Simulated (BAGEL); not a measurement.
# AlCNClOF (SMILES O=C=[N][Al]([F])[Cl]): HF/STO-3G (density fitting with qzvpp-jkfit)

What is the vertical ionisation energy of AlCNClOF at HF/STO-3G (density fitting with qzvpp-jkfit)? 

The calculation is run with BAGEL 1.2.2.

6 further runs of the same task are left out: 4 that didn't finish, 2 set aside as unsound or not needed.

### 1 The system as given

AlCNClOF: 6 atoms, total charge 0, spin state singlet. SMILES: `O=C=[N][Al]([F])[Cl]`. Geometry: relaxed at PBE0-D4/def2-TZVP. This is one conformer, not always the lowest.

Bond lengths: O1–C2 1.162 Å, C2–N3 1.197 Å, N3–Al4 1.741 Å, Al4–F5 1.632 Å, Al4–Cl6 2.064 Å. Angles: O1–C2–N3 179.5°, C2–N3–Al4 174.7°, N3–Al4–F5 119.2°, N3–Al4–Cl6 121.4°, F5–Al4–Cl6 119.4°.

### 2 A single-point energy at HF/STO-3G (density fitting with qzvpp-jkfit)

hf.json

```json
{ "bagel": [

{
  "title": "molecule",
  "basis": "sto-3g",
  "df_basis": "qzvpp-jkfit",
  "angstrom": true,
  "geometry": [
    { "atom": "O", "xyz": [   -1.726000,   -0.301300,    2.353900 ] },
    { "atom": "C", "xyz": [   -1.034500,   -0.244700,    1.421600 ] },
    { "atom": "N", "xyz": [   -0.321400,   -0.196300,    0.461800 ] },
    { "atom": "Al", "xyz": [    0.694800,    0.033100,   -0.933400 ] },
    { "atom": "F", "xyz": [    1.379200,   -1.268200,   -1.642400 ] },
    { "atom": "Cl", "xyz": [    1.050000,    1.913400,   -1.707800 ] }
  ]
},
{
  "title": "hf"
},
{
  "title": "print",
  "file": "orbitals.molden",
  "orbitals": true
}

]}
```

Command:

```sh
$ BAGEL_NUM_THREADS=1 BAGEL hf.json > hf.out
```

The program printed:

```text
* using 1 threads per process

  ===============================================================
  ===============================================================

  *** Geometry ***

  { "atom" : "O", "xyz" : [     -3.261667,     -0.569374,      4.448226 ] },
  { "atom" : "C", "xyz" : [     -1.954922,     -0.462416,      2.686435 ] },
  { "atom" : "N", "xyz" : [     -0.607358,     -0.370953,      0.872676 ] },
  { "atom" : "Al", "xyz" : [      1.312982,      0.062550,     -1.763870 ] },
  { "atom" : "F", "xyz" : [      2.606310,     -2.396551,     -3.103686 ] },
  { "atom" : "Cl", "xyz" : [      1.984212,      3.615802,     -3.227274 ] },

  Number of auxiliary basis functions:      562

  Since a DF basis is specified, we compute 2- and 3-index integrals:
    o Being stored without compression. Storage requirement is 0.006 GB

  Number of basis functions:       38
  Number of electrons      :       60

    * METHOD: MOLECULE                             0.26

  *** RHF ***

  === Nuclear Repulsion ===
   298.7166565711

      * DIIS with orbital gradients will be used.

  === RHF iteration (sto-3g) ===
      0       -956.62932915          0.01870016           0.04
      1       -956.76058344          0.00943420           0.05
      2       -956.78761031          0.00220388           0.07
      3       -956.78942682          0.00063253           0.04
      4       -956.78962012          0.00014780           0.04
      5       -956.78963749          0.00004395           0.04
      6       -956.78963984          0.00001902           0.04
      7       -956.78964047          0.00000756           0.05
      8       -956.78964058          0.00000346           0.05
      9       -956.78964060          0.00000128           0.05
     10       -956.78964061          0.00000038           0.05
     11       -956.78964061          0.00000011           0.04
     12       -956.78964061          0.00000006           0.05
     13       -956.78964061          0.00000001           0.05
     14       -956.78964061          0.00000001           0.04
    * SCF iteration converged.

    * Permanent dipole moment:
           (   -0.198164,     0.591580,     0.169352) a.u.

    * METHOD: HF                                   0.87

    * METHOD: PRINT                                0.00

  ===============================================================
```

It took 1.3 s on 1 thread of Arm Neoverse V1, shared host; peak memory 0.084 GiB.

### 3 The doublet cation at the same level

input.json

```json
{ "bagel" : [

{
  "title" : "molecule",
  "basis" : "sto-3g",
  "df_basis" : "qzvpp-jkfit",
  "angstrom" : true,
  "geometry" : [
    { "atom" : "O", "xyz" : [      -1.726000,      -0.301300,       2.353900 ] },
    { "atom" : "C", "xyz" : [      -1.034500,      -0.244700,       1.421600 ] },
    { "atom" : "N", "xyz" : [      -0.321400,      -0.196300,       0.461800 ] },
    { "atom" : "Al", "xyz" : [       0.694800,       0.033100,      -0.933400 ] },
    { "atom" : "F", "xyz" : [       1.379200,      -1.268200,      -1.642400 ] },
    { "atom" : "Cl", "xyz" : [       1.050000,       1.913400,      -1.707800 ] }
  ]
},

{ "title" : "uhf", "charge" : 1, "nopen" : 1 },

{ "title" : "print", "file" : "orbitals.molden", "orbitals" : true }

]}
```

Command:

```sh
$ BAGEL_NUM_THREADS=1 BAGEL input.json > input.out
```

The program printed:

```text
* using 1 threads per process

  ===============================================================
  ===============================================================

  *** Geometry ***

  { "atom" : "O", "xyz" : [     -3.261667,     -0.569374,      4.448226 ] },
  { "atom" : "C", "xyz" : [     -1.954922,     -0.462416,      2.686435 ] },
  { "atom" : "N", "xyz" : [     -0.607358,     -0.370953,      0.872676 ] },
  { "atom" : "Al", "xyz" : [      1.312982,      0.062550,     -1.763870 ] },
  { "atom" : "F", "xyz" : [      2.606310,     -2.396551,     -3.103686 ] },
  { "atom" : "Cl", "xyz" : [      1.984212,      3.615802,     -3.227274 ] },

  Number of auxiliary basis functions:      562

  Since a DF basis is specified, we compute 2- and 3-index integrals:
    o Being stored without compression. Storage requirement is 0.006 GB

  Number of basis functions:       38
  Number of electrons      :       60

    * METHOD: MOLECULE                             0.27

  *** Open-shell HF ***

  === Nuclear Repulsion ===
   298.7166565711

      * DIIS with orbital gradients will be used.

  === UHF iteration (sto-3g) ===
      0       -956.29672796          0.04030873           0.08
      1       -956.45042521          0.02869593           0.08
      2       -956.48965509          0.02021140           0.08
      3       -956.53181785          0.00200187           0.09
      4       -956.53604557          0.00150327           0.09
      5       -956.53910124          0.00109603           0.09
      6       -956.54131548          0.00039136           0.08
      7       -956.54138256          0.00011740           0.08
      8       -956.54139449          0.00003618           0.08
      9       -956.54139730          0.00001636           0.09
     10       -956.54139822          0.00000627           0.08
     11       -956.54139863          0.00000321           0.08
     12       -956.54139879          0.00000211           0.08
     13       -956.54139888          0.00000131           0.08
     14       -956.54139891          0.00000080           0.08
     15       -956.54139892          0.00000039           0.09
     16       -956.54139892          0.00000024           0.09
     17       -956.54139892          0.00000019           0.08
     18       -956.54139892          0.00000018           0.08
     19       -956.54139892          0.00000017           0.09
     20       -956.54139892          0.00000017           0.09
     21       -956.54139892          0.00000017           0.08
     22       -956.54139892          0.00000016           0.08
     23       -956.54139892          0.00000015           0.08
     24       -956.54139892          0.00000015           0.08
     25       -956.54139892          0.00000014           0.08
     26       -956.54139892          0.00000011           0.08
     27       -956.54139892          0.00000007           0.08
     28       -956.54139892          0.00000003           0.10
     29       -956.54139892          0.00000001           0.10
     30       -956.54139892          0.00000001           0.11
    * SCF iteration converged.

    * S^2 (UHF) is 0.9460

    * Permanent dipole moment:
           (    1.602292,     1.311679,    -2.351668) a.u.

    * METHOD: UHF                                  2.77

    * METHOD: PRINT                                0.00

  ===============================================================
```

Wall time 3.3 s (1 thread of Arm Neoverse V1, shared host); peak memory 0.084 GiB.

### 4 Summary of results

Level: HF/STO-3G (density fitting with qzvpp-jkfit).

| quantity | value |
| --- | --- |
| singlet AlCNClOF: total energy | -956.78964 Eh |
| singlet AlCNClOF: dipole moment | 1.64 D |
| singlet AlCNClOF: HOMO energy | -8.66 eV |
| singlet AlCNClOF: LUMO energy | 7.23 eV |
| singlet AlCNClOF: HOMO–LUMO gap | 15.89 eV |
| doublet cation: total energy | -956.54140 Eh |
| doublet cation: ⟨S²⟩ | 0.946 |
| vertical ionisation energy (to the doublet cation) | 6.755 eV |

What this shows: Removing an electron at fixed nuclei costs 6.76 eV (156 kcal/mol). −ε(HOMO) before ionisation, 8.66 eV, is 1.91 eV above this ionisation energy. In a minimal basis such a difference can be off by several eV, whatever the method. ⟨S²⟩ (doublet cation) is 0.95 where a pure doublet has 0.75: the reference is spin-contaminated.
